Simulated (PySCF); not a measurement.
**Ti, Ti⁺: ionisation energy in x2c-SVPall**

Wanted: the ionisation energy of titanium, up a ladder of methods.

Method: unrestricted determinants in a Gaussian basis, no spin-orbit coupling in the energies. Code: PySCF 2.14.0.

### Step 1. Starting point

```
Element                                   : titanium (Z = 22)
Basis                                     : x2c-SVPall
Hamiltonian                               : the spin-free X2C one-electron Hamiltonian (Gaussian nucleus)
State 1                                   : Ti: [Ar] 3d2 4s2, high-spin 3F determinant
State 2                                   : Ti⁺: [Ar] 3d2 4s1, high-spin 4F determinant
Methods                                   : UHF, BP86, PBE0, MP2
Core shells frozen in the correlated runs : valence: [Ar] (for Ti)
```

Outer shells as boxes (Hund's rule):

Ti [Ar] 3d2 4s2
```
[Ar] core
3d [↑ ][↑ ][  ][  ][  ]
4s [↑↓]
```

Ti+ [Ar] 3d2 4s1
```
[Ar] core
3d [↑ ][↑ ][  ][  ][  ]
4s [↑ ]
```

The runs were made by one driver on top of PySCF. The scripts below sum up each run's settings (the driver also hands on starting orbitals that pick excited configurations, and frozen orbitals as a list rather than a count), and the logs come from the driver's own runs. The driver starts from symmetry-adapted Hartree-Fock orbitals, holds the occupation by maximum overlap and uses a logarithmic radial grid for functionals, so a plain start would take other cycles.

The driver's launch:

```bash
$ OMP_NUM_THREADS=1 python atomrun2.py TASK.json OUT
```

The integrals over 36 functions and the set-up took 0.23 s of CPU time.

### Step 2. Ti

Level: UHF.

input.py reads:

```python
from pyscf import gto, scf, dft, mp, cc
import basis_set_exchange as bse
mol = gto.M(atom="Ti 0 0 0", charge=0, spin=2, symmetry="D2h",
            basis=gto.basis.parse(bse.get_basis("x2c-SVPall", elements=["Ti"], fmt="nwchem", header=False)),
            nucmod="G")
mf = scf.UHF(mol).sfx2c1e()
mf.irrep_nelec = {'Ag': (5, 4), 'B1g': (1, 0), 'B1u': (2, 2), 'B2u': (2, 2), 'B3u': (2, 2)}
mf.kernel()
```

Level: BP86.

input.py differs from the last one in:

```diff
@@ -5,3 +5,3 @@
             nucmod="G")
-mf = scf.UHF(mol).sfx2c1e()
+mf = dft.UKS(mol, xc="B88,P86").sfx2c1e()
 mf.irrep_nelec = {'Ag': (5, 4), 'B1g': (1, 0), 'B1u': (2, 2), 'B2u': (2, 2), 'B3u': (2, 2)}
```

Level: PBE0.

input.py differs from the last one in:

```diff
@@ -5,3 +5,3 @@
             nucmod="G")
-mf = dft.UKS(mol, xc="B88,P86").sfx2c1e()
+mf = dft.UKS(mol, xc="PBE0").sfx2c1e()
 mf.irrep_nelec = {'Ag': (5, 4), 'B1g': (1, 0), 'B1u': (2, 2), 'B2u': (2, 2), 'B3u': (2, 2)}
```

Level: MP2 (valence).

input.py differs from the last one in:

```diff
@@ -5,4 +5,5 @@
             nucmod="G")
-mf = dft.UKS(mol, xc="PBE0").sfx2c1e()
+mf = scf.UHF(mol).sfx2c1e()
 mf.irrep_nelec = {'Ag': (5, 4), 'B1g': (1, 0), 'B1u': (2, 2), 'B2u': (2, 2), 'B3u': (2, 2)}
 mf.kernel()
+mp.UMP2(mf, frozen=9).kernel()
```

### Step 3. Ti⁺: the ladder of methods

Level: UHF.

input.py reads:

```python
from pyscf import gto, scf, dft, mp, cc
import basis_set_exchange as bse
mol = gto.M(atom="Ti 0 0 0", charge=1, spin=3, symmetry="D2h",
            basis=gto.basis.parse(bse.get_basis("x2c-SVPall", elements=["Ti"], fmt="nwchem", header=False)),
            nucmod="G")
mf = scf.UHF(mol).sfx2c1e()
mf.irrep_nelec = {'Ag': (5, 3), 'B1g': (1, 0), 'B1u': (2, 2), 'B2u': (2, 2), 'B3u': (2, 2)}
mf.kernel()
```

Level: BP86.

input.py differs from the last one in:

```diff
@@ -5,3 +5,3 @@
             nucmod="G")
-mf = scf.UHF(mol).sfx2c1e()
+mf = dft.UKS(mol, xc="B88,P86").sfx2c1e()
 mf.irrep_nelec = {'Ag': (5, 3), 'B1g': (1, 0), 'B1u': (2, 2), 'B2u': (2, 2), 'B3u': (2, 2)}
```

Level: PBE0.

input.py differs from the last one in:

```diff
@@ -5,3 +5,3 @@
             nucmod="G")
-mf = dft.UKS(mol, xc="B88,P86").sfx2c1e()
+mf = dft.UKS(mol, xc="PBE0").sfx2c1e()
 mf.irrep_nelec = {'Ag': (5, 3), 'B1g': (1, 0), 'B1u': (2, 2), 'B2u': (2, 2), 'B3u': (2, 2)}
```

Level: MP2 (valence).

input.py differs from the last one in:

```diff
@@ -5,4 +5,5 @@
             nucmod="G")
-mf = dft.UKS(mol, xc="PBE0").sfx2c1e()
+mf = scf.UHF(mol).sfx2c1e()
 mf.irrep_nelec = {'Ag': (5, 3), 'B1g': (1, 0), 'B1u': (2, 2), 'B2u': (2, 2), 'B3u': (2, 2)}
 mf.kernel()
+mp.UMP2(mf, frozen=9).kernel()
```

Q: Predict the outcome of this session.

As calculated:

```
             quantity                                               value
ionisation energy, Ti  UHF 5.570, MP2 (valence) 6.223 eV; reference 6.828
```

Each level's miss and price (over 1 difference):

| method | mean absolute miss against the measured value (with the measured fine structure taken into account where it is known) (eV) | CPU time, both states (s) |
| --- | --- | --- |
| UHF | 1.258 | 0.43 |
| BP86 | 0.102 | 1.3 |
| PBE0 | 0.189 | 1.3 |
| MP2 (valence) | 0.605 | 0.46 |
| SCS-MP2 (valence) | 0.480 | 0.46 |

Against experiment BP86 comes closest (off by 0.10 eV) and UHF is farthest (1.26 eV). Hartree-Fock falls short because the species with more electrons holds more correlation energy, which it lacks. All values hold for this basis alone; no basis-set limit was taken. The dearest level timed, PBE0, costs 3.1 times the cheapest, UHF, and differs from the measured value (with the measured fine structure taken into account where it is known) by 0.19 against 1.26 eV.
